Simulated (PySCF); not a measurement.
# H4O4Ti: the cost of one run

The runs use PySCF 2.14.0; levels as typed in each script, gas phase, geometry from GFN2-xTB.

## 1. The system as given

9 atoms, charge 0, spin multiplicity 1.

Bond lengths: O1–Ti2 1.733 Å, O1–H6 0.961 Å, Ti2–O3 1.733 Å, Ti2–O4 1.733 Å, Ti2–O5 1.733 Å, O3–H7 0.961 Å, O4–H8 0.961 Å, O5–H9 0.961 Å. Angles: Ti2–O1–H6 129.0°, O1–Ti2–O3 108.2°, O1–Ti2–O4 108.2°, O1–Ti2–O5 112.1°, O3–Ti2–O4 112.1°, O3–Ti2–O5 108.2°, O4–Ti2–O5 108.2°, Ti2–O3–H7 129.1°, Ti2–O4–H8 129.1°, Ti2–O5–H9 129.0°.

As a file:

```tsv
atom	x (Å)	y (Å)	z (Å)
O1	0.3526	1.3940	0.9680
Ti2	0.0001	0.0000	-0.0002
O3	1.3943	-0.3524	-0.9677
O4	-1.3944	0.3524	-0.9677
O5	-0.3527	-1.3939	0.9680
H6	1.1938	1.6761	1.3379
H7	1.6793	-1.1925	-1.3378
H8	-1.6794	1.1925	-1.3378
H9	-1.1938	-1.6761	1.3379
```

## 2. Density, bond paths and surface potential (PBE/def2-tzvp)

The input, input.py:

```python
import numpy as np
from pyscf import gto, scf, dft
from pyscf.scf import atom_ks, atom_hf
from scipy.linalg import block_diag

def solve(mol, dm0=None, hcore=None):
    mf = (dft.UKS if mol.spin else dft.RKS)(mol, xc='pbe')
    mf.grids.level = 3
    mf = mf.density_fit(auxbasis='def2-universal-jkfit')
    mf.conv_tol, mf.max_cycle = 1e-8, 80
    if hcore is not None:
        mf.get_hcore = lambda *args: hcore
    mf.kernel(dm0)
    if not mf.converged:
        mf = mf.newton().run(mf.mo_coeff, mf.mo_occ, max_cycle=30)
    assert mf.converged, 'SCF not converged'
    return mf

mol = gto.M(atom='''
O      0.35261     1.39397     0.96796
Ti     0.00006    -0.00004    -0.00023
O      1.39435    -0.35236    -0.96766
O     -1.39443     0.35240    -0.96766
O     -0.35269    -1.39393     0.96796
H      1.19375     1.67611     1.33795
H      1.67930    -1.19249    -1.33778
H     -1.67938     1.19254    -1.33778
H     -1.19383    -1.67606     1.33795
''', basis='def2-tzvp', charge=0, spin=0, verbose=4)
mf = solve(mol)
mf.analyze()
# spherically averaged free atoms, for the promolecule
atm = atom_ks.get_atm_nrks(mol, xc='pbe')
pro = block_diag(*[(atm[a[0]][2] * atm[a[0]][3]) @ atm[a[0]][2].T for a in mol._atom])
np.savez('result.npz', e=mf.e_tot, c=mf.mo_coeff, occ=mf.mo_occ, eps=mf.mo_energy, pro=pro, dip=mf.dip_moment(verbose=0), s2=mf.spin_square()[0])
```

Started as:

```
OMP_NUM_THREADS=1 python input.py
```

Q: Estimate wall time and peak memory on 1 thread of AMD EPYC 9R45 (Zen 5), shared host.

About 14 s, with a peak of 0.65 GiB.
